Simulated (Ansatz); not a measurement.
# Cr (Chromium): the cost of one run

Program: Ansatz 0.2.0. Level of theory: DFT r²SCAN, scalar-relativistic, plane waves, PAW. These are calculated values, not measurements.

**1. The structure to begin with**

The structure is cubic, space group Im-3m (No. 229). Conventional cell: a = 2.829 Å, b = 2.829 Å, c = 2.829 Å, α = 90.00°, β = 90.00°, γ = 90.00°. Cr (site symmetry m-3m) is surrounded by 8 Cr at 2.45 Å.

Coordinates:

```
Cr
1.0
    -1.41468    1.41468    1.41468
     1.41468   -1.41468    1.41468
     1.41468    1.41468   -1.41468
Cr
1
Direct
  0.00000 0.00000 0.00000
```

An earlier run at r²SCAN left this cell at 11.325 Å³/atom and 0.01 GPa (22×22×22 mesh).

**2. Ferromagnetic, larger cell**

Contents of input.yaml:

```yaml
crystal:
  lattice:
    - [2.8293531478, 0.0, 0.0]
    - [0.0, 2.8293531478, 0.0]
    - [0.0, 0.0, 2.8293531478]
  atoms:
    - { symbol: Cr, position: [0.0, 0.0, 0.0], spin: 2.0 }
    - { symbol: Cr, position: [0.5, 0.5, 0.5], spin: 2.0 }
basis:
  ecutwfc: 500
  ecutrho_ratio: 4
kpoints:
  mp_grid: { grid: [12, 12, 12] }
hamiltonian:
  xc: r2scan
scf:
  occupations: { method: gaussian, width: 0.05 }
  lower_state_search: "off"
output:
  forces: true
  stress: true
  eigenvalues: true
  populations: true
magnetization:
  spin_polarized: true
```

Run with:

```bash
> ansatz run input.yaml --threads 1 --pin off --max-ram 2560MiB --backend cpu --events-out ev --progress --plain --runs-dir out
```

Q: Estimate wall time and peak memory on 1 thread of Arm Neoverse N1, shared host.

About 44 s, with a peak of 0.41 GiB.
